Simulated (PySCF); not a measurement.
**SnSiH4ClF (SMILES [F][SnH]([SiH3])[Cl]): levels of theory compared**

We compute a comparison of 6 runs (HF/STO-3G, HF/def2-SVP, SVWN5/3-21G, PBE/def2-SVP, PBE0/def2-SVP, MP2/def2-TZVP) of SnSiH4ClF. Input form: a Python script.

Program for the calculation: PySCF 2.14.0.

## 1. The molecule

SnSiH4ClF has 8 atoms, charge 0, and is taken as a singlet. SMILES: `[F][SnH]([SiH3])[Cl]`. The coordinates come from a PBE0-D4/def2-TZVP relaxation.

Bond lengths: F1–Sn2 1.922 Å, Sn2–Si3 2.562 Å, Sn2–Cl4 2.326 Å, Sn2–H5 1.703 Å, Si3–H6 1.483 Å, Si3–H7 1.483 Å, Si3–H8 1.481 Å. Some angles: F1–Sn2–Si3 106.4°, F1–Sn2–Cl4 104.0°, Si3–Sn2–Cl4 108.4°, F1–Sn2–H5 104.3°, Si3–Sn2–H5 125.0°, Cl4–Sn2–H5 106.7°, Sn2–Si3–H6 108.7°, Sn2–Si3–H7 107.9°, Sn2–Si3–H8 107.4°, H6–Si3–H7 110.5°.

## 2. Energy and gradient at HF/STO-3G (run 1)

run.py

```python
# [F][SnH]([SiH3])[Cl]
from pyscf import gto, scf

mol = gto.M(
    atom='''
F     -4.090123     2.281466     0.122832
Sn    -0.928044     1.405767    -1.436948
Si     1.459624    -1.343028     1.754800
Cl    -2.085691    -1.112671    -4.849415
H      0.153068     4.180452    -2.656955
H      2.036180     0.203712     4.020392
H      3.827451    -2.220239     0.538383
H     -0.198232    -3.503552     2.401653
''',
    spin=0,
    verbose=3,
    max_memory=1860,
    charge=0,
    basis='sto-3g',
    unit='bohr',
)

myscf = scf.RHF(mol)
myscf.conv_tol = 1e-10
myscf.kernel()
if not myscf.converged:
    myscf = myscf.newton().run(myscf.mo_coeff, myscf.mo_occ)

e_final = myscf.e_tot
print(f'total energy: {e_final:.8f} hartree')
grad = myscf.nuc_grad_method().kernel()
dip = myscf.dip_moment()
pop, q = myscf.mulliken_pop()
```

Started as:

```bash
$ OMP_NUM_THREADS=1 python run.py
```

The program printed:

```text
converged SCF energy = -6803.95229911161
total energy: -6803.95229911 hartree
--------------- RHF gradients ---------------
         x                y                z
0 F    -0.0138303762     0.0049365608     0.0089562067
1 Sn     0.0103485225    -0.0200241523    -0.0089005602
2 Si    -0.0078733870     0.0011208382     0.0006574150
3 Cl    -0.0007588215    -0.0011208930    -0.0004518463
4 H     0.0029305327     0.0239839964    -0.0097404250
5 H     0.0051196480     0.0205696127     0.0237380556
6 H     0.0253219169    -0.0069049898    -0.0185138553
7 H    -0.0212580355    -0.0225609731     0.0042550094
----------------------------------------------
Dipole moment(X, Y, Z, Debye):  2.79878,  1.18126,  2.72792
 ** Mulliken pop  **
pop of  0 F 1s            1.99940
pop of  0 F 2s            1.96771
pop of  0 F 2px           1.57441
pop of  0 F 2py           1.92980
pop of  0 F 2pz           1.86182
pop of  1 Sn 1s           2.00000
pop of  1 Sn 2s           1.99968
pop of  1 Sn 3s           1.99835
pop of  1 Sn 4s           2.00731
pop of  1 Sn 5s           1.13627
pop of  1 Sn 2px          2.00006
pop of  1 Sn 2py          2.00006
pop of  1 Sn 2pz          2.00007
pop of  1 Sn 3px          1.99824
pop of  1 Sn 3py          1.99819
pop of  1 Sn 3pz          1.99810
pop of  1 Sn 4px          1.99540
pop of  1 Sn 4py          1.99574
pop of  1 Sn 4pz          1.99476
pop of  1 Sn 5px          0.65107
pop of  1 Sn 5py          0.72158
pop of  1 Sn 5pz          0.62798
pop of  1 Sn 3dxy         1.99979
pop of  1 Sn 3dyz         1.99962
pop of  1 Sn 3dz^2        1.99990
pop of  1 Sn 3dxz         1.99978
pop of  1 Sn 3dx2-y2      1.99972
pop of  1 Sn 4dxy         1.99386
pop of  1 Sn 4dyz         1.98860
pop of  1 Sn 4dz^2        1.99712
pop of  1 Sn 4dxz         1.99342
pop of  1 Sn 4dx2-y2      1.99172
pop of  2 Si 1s           1.99962
pop of  2 Si 2s           1.98757
pop of  2 Si 3s           1.25383
pop of  2 Si 2px          1.96502
pop of  2 Si 2py          1.96523
pop of  2 Si 2pz          1.96507
pop of  2 Si 3px          0.79624
pop of  2 Si 3py          0.80118
pop of  2 Si 3pz          0.79952
pop of  3 Cl 1s           1.99998
pop of  3 Cl 2s           1.99911
pop of  3 Cl 3s           1.98973
pop of  3 Cl 2px          1.99901
pop of  3 Cl 2py          1.99715
pop of  3 Cl 2pz          1.99508
pop of  3 Cl 3px          1.94219
pop of  3 Cl 3py          1.83554
pop of  3 Cl 3pz          1.71198
pop of  4 H 1s            1.16590
pop of  5 H 1s            1.13975
pop of  6 H 1s            1.13960
pop of  7 H 1s            1.13217
 ** Mulliken atomic charges  **
charge of    0F =     -0.33314
charge of    1Sn =      0.91360
charge of    2Si =      0.46672
charge of    3Cl =     -0.46975
charge of    4H =     -0.16590
charge of    5H =     -0.13975
charge of    6H =     -0.13960
charge of    7H =     -0.13217
```

It took 3.6 s on 1 thread of Intel Xeon 6975P-C (Granite Rapids), shared host; peak memory 0.12 GiB.

## 3. Energy and gradient at HF/def2-SVP (core potential) (run 2)

calc.py

```python
import pyscf.grad
from pyscf import gto

molecule = gto.Mole()
molecule.atom = '''
F     -2.164400     1.207300     0.065000
Sn    -0.491100     0.743900    -0.760400
Si     0.772400    -0.710700     0.928600
Cl    -1.103700    -0.588800    -2.566200
H      0.081000     2.212200    -1.406000
H      1.077500     0.107800     2.127500
H      2.025400    -1.174900     0.284900
H     -0.104900    -1.854000     1.270900
'''
molecule.verbose = 4
molecule.basis = 'def2-svp'
molecule.ecp = {'Sn': 'def2-svp'}
molecule.spin = 0
molecule.max_memory = 1860
molecule.build()

mf = molecule.RHF()
mf.conv_tol = 1e-10
mf.kernel()
if not mf.converged:
    mf = mf.newton().run(mf.mo_coeff, mf.mo_occ)

etot = mf.e_tot
print('E = %.10f Eh' % etot)
grad = mf.Gradients().kernel()
dip = mf.dip_moment()
pop, q = mf.mulliken_pop()
```

Started as:

```bash
$ OMP_NUM_THREADS=1 python calc.py
```

The program printed:

```text
PySCF version 2.14.0

[... 64 lines left out ...]
converged SCF energy = -1063.29486875976
[... 12 lines left out ...]
Dipole moment(X, Y, Z, Debye):  3.85532,  0.04589,  1.48594
[... 105 lines left out ...]
charge of    7H =     -0.08761
```

Run time: 6.9 s. Hardware: 1 thread of Intel Xeon 6975P-C (Granite Rapids), shared host; peak memory 0.2 GiB.

Run 3 isn't shown in full; the table further down has it.

## 4. Energy and forces at PBE/def2-SVP (core potential) (run 4)

run.py

```python
import pyscf.grad
from pyscf import gto, dft

molecule = gto.M(
    atom='''
F     -2.164400     1.207300     0.065000
Sn    -0.491100     0.743900    -0.760400
Si     0.772400    -0.710700     0.928600
Cl    -1.103700    -0.588800    -2.566200
H      0.081000     2.212200    -1.406000
H      1.077500     0.107800     2.127500
H      2.025400    -1.174900     0.284900
H     -0.104900    -1.854000     1.270900
''',
    verbose=4,
    basis='def2-svp',
    charge=0,
    spin=0,
    ecp={'Sn': 'def2-svp'},
    max_memory=1860,
)

mf = dft.RKS(molecule, xc='pbe')
mf.conv_tol = 1e-10
mf.grids.level = 5
mf.kernel()
if not mf.converged:
    mf = mf.newton().run(mf.mo_coeff, mf.mo_occ)

e_final = mf.e_tot
print('Final energy', e_final)
grad = mf.Gradients().kernel()
mf.analyze()
```

Started as:

```bash
$ OMP_NUM_THREADS=1 python run.py
```

The program printed:

```text
PySCF version 2.14.0

[... 114 lines left out ...]
MO #5   energy= -6.98835906243274  occ= 2
[... 12 lines left out ...]
MO #18  energy= -0.97679825497786  occ= 2
[... 12 lines left out ...]
MO #31  energy= -0.28597812584734  occ= 2
[... 12 lines left out ...]
MO #44  energy= 0.216708548115102  occ= 0
[... 12 lines left out ...]
MO #57  energy= 0.506336380257432  occ= 0
[... 12 lines left out ...]
MO #70  energy= 0.929741420666424  occ= 0
[... 12 lines left out ...]
MO #83  energy= 1.65225461407724   occ= 0
[... 12 lines left out ...]
MO #96  energy= 51.6933025762319   occ= 0
[... 107 lines left out ...]
Dipole moment(X, Y, Z, Debye):  3.09319,  0.01023,  1.34724
```

Wall time 25 s (1 thread of Intel Xeon 6975P-C (Granite Rapids), shared host); peak memory 0.94 GiB.

Run 5 isn't shown in full; the table further down has it.

## 5. Energy and forces at MP2/def2-TZVP (core potential) (run 6)

calc.py

```python
from pyscf import gto, scf, mp

mol = gto.M(
    atom='''
F       -2.164400       1.207300       0.065000
Sn      -0.491100       0.743900      -0.760400
Si       0.772400      -0.710700       0.928600
Cl      -1.103700      -0.588800      -2.566200
H        0.081000       2.212200      -1.406000
H        1.077500       0.107800       2.127500
H        2.025400      -1.174900       0.284900
H       -0.104900      -1.854000       1.270900
''',
    verbose=3,
    spin=0,
    ecp={'Sn': 'def2-svp'},
    basis='def2-tzvp',
    max_memory=1860,
)

myscf = scf.RHF(mol)
myscf.conv_tol = 1e-10
myscf.kernel()
if not myscf.converged:
    myscf = myscf.newton().run(myscf.mo_coeff, myscf.mo_occ)

pt = mp.MP2(myscf, frozen=15).run()
energy = pt.e_tot
print('E(%s) = %.9f' % ('MP2', energy))
grad = pt.nuc_grad_method().kernel()
myscf.analyze()
```

Started as:

```bash
$ OMP_NUM_THREADS=1 python calc.py
```

The program printed:

```text
converged SCF energy = -1063.69837852922
[... 22 lines left out ...]
MO #11  energy= -4.26687581636485  occ= 2
[... 20 lines left out ...]
MO #32  energy= -0.458568483887762 occ= 2
[... 20 lines left out ...]
MO #53  energy= 0.424451692545933  occ= 0
[... 20 lines left out ...]
MO #74  energy= 0.908948309643549  occ= 0
[... 20 lines left out ...]
MO #95  energy= 1.37824353405143   occ= 0
[... 20 lines left out ...]
MO #116 energy= 2.22976743112673   occ= 0
[... 20 lines left out ...]
MO #137 energy= 2.75931380600123   occ= 0
[... 20 lines left out ...]
MO #158 energy= 7.43807372964041   occ= 0
[... 20 lines left out ...]
MO #179 energy= 114.095844267118   occ= 0
[... 9 lines left out ...]
Dipole moment(X, Y, Z, Debye):  3.82348, -0.03134,  1.59807
```

Wall time 1.9 min (1 thread of Intel Xeon 6975P-C (Granite Rapids), shared host); peak memory 2.3 GiB.

## 6. Overview of the runs

```tsv
run	level	core potential	integration grid	energy (Eh)	dipole moment (D) of the reference	HOMO energy (eV)	LUMO energy (eV)	wall time
1	HF/STO-3G	–	–	-6803.952299	4.08	-8.54	7.82	3.6 s
2	HF/def2-SVP (core potential)	def2-svp	–	-1063.294869	4.13	-11.14	2.16	6.9 s
3	SVWN5/3-21G	–	5	-6837.769804	3.67	-7.20	-1.94	9.3 s
4	PBE/def2-SVP (core potential)	def2-svp	5	-1065.532813	3.37	-7.02	-1.87	25 s
5	PBE0/def2-SVP (core potential)	def2-svp	5	-1065.614822	3.66	-8.33	-1.01	25 s
6	MP2/def2-TZVP (core potential)	def2-svp	–	-1064.569416	4.14	-11.16	1.76	1.9 min
```

## 7. Outcome

| quantity | value |
| --- | --- |
| run 6: total energy | -1064.56942 Eh |
| run 6: dipole moment (Hartree–Fock density) | 4.14 D |
| run 6: HOMO energy (Hartree–Fock orbitals) | -11.16 eV |
| run 6: LUMO energy (Hartree–Fock orbitals) | 1.76 eV |
| run 6: HOMO–LUMO gap (Hartree–Fock orbitals) | 12.92 eV |
| run 6: correlation energy (15 core orbitals frozen) | -871.0 mEh |
| run 6: largest force on an atom | 0.276 eV/Å |

Over runs 1, 2, 3, 4, 5 the dipole moment (its size) runs from 3.37 D (PBE/def2-SVP) to 4.13 D (HF/def2-SVP). Over runs 1, 2, 3, 4, 5 the HOMO–LUMO gap runs from 5.15 eV (PBE/def2-SVP) to 16.36 eV (HF/STO-3G). The two ends differ in method and basis and core potential. Totals of different functionals can't be ranked against each other. Some runs of one species differ in core potentials or relativity; totals across that change don't compare. In run 1 the basis is minimal, so the values are rough. In runs 1, 3 relativity is left out where basis or elements ask for it. All runs together took 3.1 min, the longest 1.9 min.
